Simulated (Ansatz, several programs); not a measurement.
PbF₂ (fluorite), relaxed with r2SCAN in Ansatz (plane waves, PAW): it is cubic, Fm-3m (No. 225); conventional cell a = 5.921 Å, 17.30 Å³ an atom. Pb has 8 F at 2.56 Å; F has 4 Pb at 2.56 Å. The cell was then scaled with its shape and fractional coordinates held. No spin polarisation and no zero-point or thermal motion.

| V (Å³/atom) | E (meV/atom) |
| --- | --- |
| 16.259 | 16.99 |
| 16.778 | 4.02 |
| 17.297 | 0.00 |
| 18.335 | 13.33 |

Question: Pass a cubic E = c₀ + c₁u + c₂u² + c₃u³, with u = V − 17.167 Å³, through these points.

Answer: c₀ = 0.24, c₁ = -3.744, c₂ = 14.707, c₃ = -1.6333 (meV and Å³).

Question: Where is the minimum, and what bulk modulus follows?

Answer: dE/du = 0 at u = +0.130, so V₀ = 17.30 Å³. B = V₀ d²E/dV² = 17.30 × (2c₂ + 6c₃u) = 17.30 × 28.140 = 487 meV/Å³, and 1 meV/Å³ is 0.16022 GPa: 78 GPa. A third-order Birch-Murnaghan fit to all five points gives 17.30 Å³ and 77 GPa.

Question: Predict the energy and the pressure at the withheld volume, 17.816 Å³.

Answer: With u = +0.649: E ≈ 3.56 meV and P = −dE/dV ≈ -2.13 GPa. The run gives 3.49 meV and, from its stress, -2.12 GPa.
